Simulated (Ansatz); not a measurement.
**SrCo2P2 (I4/mmm): equation of state**

One table from this session's results is given with a row withheld; the runs are named, their logs left out.

Computed with Ansatz 0.2.0 (DFT LDA, scalar-relativistic, plane waves, PAW, unless a step's input says otherwise).

## The starting structure

Symmetry: I4/mmm, No. 139, tetragonal system. The conventional cell has a = 3.646 Å, b = 3.646 Å, c = 11.543 Å, α = 90.00°, β = 90.00°, γ = 90.00°. Around Sr (site symmetry 4/mmm) lie 8 P at 3.09 Å and 8 Co at 3.41 Å. Co (site symmetry -4m2) has 4 P at 2.17 Å as nearest neighbours. Around P (site symmetry 4mm) lie 4 Co at 2.17 Å and 4 Sr at 3.09 Å.

As a file:

```cif
data_structure
_symmetry_space_group_name_H-M 'P 1'
_symmetry_Int_Tables_number 1
_cell_length_a 6.3211
_cell_length_b 6.3211
_cell_length_c 6.3211
_cell_angle_alpha 146.474
_cell_angle_beta 146.474
_cell_angle_gamma 48.144
_cell_volume 76.73
loop_
_atom_site_label
_atom_site_type_symbol
_atom_site_fract_x
_atom_site_fract_y
_atom_site_fract_z
_atom_site_occupancy
Sr1 Sr 0.00000 0.00000 0.00000 1
Co1 Co 0.75000 0.25000 0.50000 1
Co2 Co 0.25000 0.75000 0.50000 1
P1 P 0.35191 0.35191 0.00000 1
P2 P 0.64809 0.64809 0.00000 1
```

An earlier run at LDA left this cell at 15.346 Å³/atom and 0.00 GPa (16×16×16 mesh).

Volume factors to run: 0.980, 1.020, 0.960, 1.040.

Set-up of the first run:

input.yaml reads:

```yaml
crystal:
  lattice:
    - [-1.8108581886, 1.8108581886, 5.7326283731]
    - [1.8108581886, -1.8108581886, 5.7326283731]
    - [1.8108581886, 1.8108581886, -5.7326283731]
  atoms:
    - { symbol: Sr, position: [0.0, 0.0, 0.0] }
    - { symbol: Co, position: [0.75, 0.25, 0.5] }
    - { symbol: Co, position: [0.25, 0.75, 0.5] }
    - { symbol: P, position: [0.3519088708, 0.3519088708, 0.0] }
    - { symbol: P, position: [0.6480911292, 0.6480911292, 0.0] }
basis:
  ecutwfc: 420
  ecutrho_ratio: 4
kpoints:
  mp_grid: { grid: [16, 16, 16] }
hamiltonian:
  xc: lda
scf:
  occupations: { method: gaussian, width: 0.05 }
output:
  forces: true
  stress: true
  eigenvalues: true
relax:
  f_tol: 0.01
  max_steps: 40
  cell: { stress_tol: 0.1, fix: [volume] }
```

Command:

```bash
> ansatz run input.yaml --threads 2 --pin off --max-ram 5120MiB --backend cpu --events-out ev --progress --plain --runs-dir out
```

Among the steps run: Scaling the volume by 0.980; Volume × 1.020; Volume × 0.960; At 1.040 of the relaxed volume.

One of the session's tables, all rows but one given; the rest of the session is left out.

It belongs to the step «Energy and pressure against volume». 

| volume (Å³/atom) | energy (meV/atom) | pressure (GPa) |
| --- | --- | --- |
| 14.732 | 8.51 | 4.64 |
| 15.039 | 2.03 | 2.21 |
| 15.346 | 0.00 | 0.00 |
| 15.653 | ? | ? |
| 15.960 | 7.44 | -3.70 |

Q: Estimate the row for volume (Å³/atom) = 15.653 from the others.

Worked estimate for «energy (meV/atom)». A straight line through the neighbours (15.346, 0.00) and (15.960, 7.44) gives 0.00 + (7.44 − 0.00) × (15.653 − 15.346) / (15.960 − 15.346) = 3.72; a parabola fitted to 3 rows on both sides gives 1.80.

As computed: energy (meV/atom): 1.94; pressure (GPa): -1.94. In «energy (meV/atom)» the line misses by +1.78 and the parabola by -0.14.
